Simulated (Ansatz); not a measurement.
# BCl2H3S: the cost of one run

Method: RHF/def2-SVP, in Ansatz 0.2.0.

### 1 The system as given

Bond lengths: B1–Cl2 2.210 Å, B1–H3 1.190 Å, B1–Cl4 1.860 Å, B1–S5 2.190 Å, S5–H6 1.400 Å, Cl2–H7 1.343 Å, S5–H7 1.384 Å. Angles: B1–Cl2–H7 73.4°, Cl2–B1–H3 120.0°, Cl2–B1–Cl4 120.0°, Cl2–B1–S5 71.6°, H3–B1–Cl4 120.0°, H3–B1–S5 105.6°, Cl4–B1–S5 92.7°, B1–S5–H6 109.5°, B1–S5–H7 73.5°, H6–S5–H7 160.8°, Cl2–H7–S5 141.5°.

Coordinates:

```xyz
7

B     0.0000    0.0000    0.0000
Cl    0.0000    0.0000    2.2100
H     1.0305    0.0000   -0.5950
Cl   -1.6108    0.0000   -0.9300
S    -0.2805   -2.0593    0.6906
H    -0.8397   -2.8254   -0.3392
H    -0.1737   -1.2753    1.8263
```

### 2 Pulling towards end A

Springs on the bonds that form and break draw the guess towards this end; the thresholds are loose.

Input file input.yaml:

```yaml
crystal:
  periodic: [false, false, false]
  atoms:
    - { symbol: B, position_ang: [0.0, 0.0, 0.0] }
    - { symbol: Cl, position_ang: [0.0, 0.0, 2.21] }
    - { symbol: H, position_ang: [1.0305, 0.0, -0.595] }
    - { symbol: Cl, position_ang: [-1.6108, 0.0, -0.93] }
    - { symbol: S, position_ang: [-0.2805, -2.0593, 0.6906] }
    - { symbol: H, position_ang: [-0.8397, -2.8254, -0.3392] }
    - { symbol: H, position_ang: [-0.1737, -1.2753, 1.8263] }
basis:
  gaussian: { orbitals: def2-SVP }
hamiltonian:
  xc: hf
relax:
  f_tol: 0.15
  max_steps: 25
  restrain:
    - { distance: [0, 4], at: 3.09, k: 30.0 }
    - { distance: [6, 1], at: 2.57, k: 30.0 }
    - { distance: [0, 1], at: 1.86, k: 30.0 }
    - { distance: [6, 4], at: 1.4, k: 30.0 }
```

Command:

```sh
> ansatz run input.yaml --threads 1 --pin off --max-ram 2048MiB --backend cpu --events-out ev --progress --plain --runs-dir out
```

Q: Estimate wall time and peak memory on 1 thread of Arm Neoverse V1, shared host.

About 15 s, with a peak of 0.15 GiB.
